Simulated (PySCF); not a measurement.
# C6H5F: the cost of one run

Computed with PySCF 2.14.0, with density-fitted response routines of our own, on a single molecule in the gas phase. Atoms are numbered from 0 throughout.

## 1. The molecule as given

12 atoms, charge 0, multiplicity 1; geometry from: GFN2-xTB. The atoms were then displaced at random by about 0.01 Å, so the start is not that level's minimum.

Bonds of the start (Å): F0–C1 1.30, C1–C2 1.32, C2–C3 1.49, C3–C4 1.31, C4–C5 1.47, C5–C6 1.33, C6–C2 1.48, C1–H7 1.06, C3–H8 1.08, C4–H9 1.07, C5–H10 1.07, C6–H11 1.08.

## 2. Relaxing the molecule at PBE0-D3(BJ)/def2-SVP

What the job is given:

```
{"job": {"xc": "PBE0", "basis": "def2-SVP", "d3": "d3bj", "grid": 1, "shake": 0.01, "kind": "geom"}, "charge": 0, "multiplicity": 1}
F     -2.768860     0.861090     0.200110
C     -1.982600    -0.171340     0.086970
C     -0.668980    -0.052000     0.019350
C      0.328370    -1.155860    -0.092820
C      1.532100    -0.646300    -0.130560
C      1.443550     0.815170    -0.028010
C      0.164550     1.166880     0.062380
H     -2.506250    -1.095630     0.053070
H      0.003250    -2.184560    -0.119000
H      2.457360    -1.182690    -0.191780
H      2.291530     1.461180    -0.019020
H     -0.254320     2.155810     0.150280
```

Run with:

```console
OMP_NUM_THREADS=1 python probes_run.py task.json out
```

The driver reads the jobs from task.json and runs them one after another.

Q: Estimate the wall time and peak memory of this first job on 1 thread of Arm Neoverse V1, shared host.

About 48 s, with a peak of 0.51 GiB.
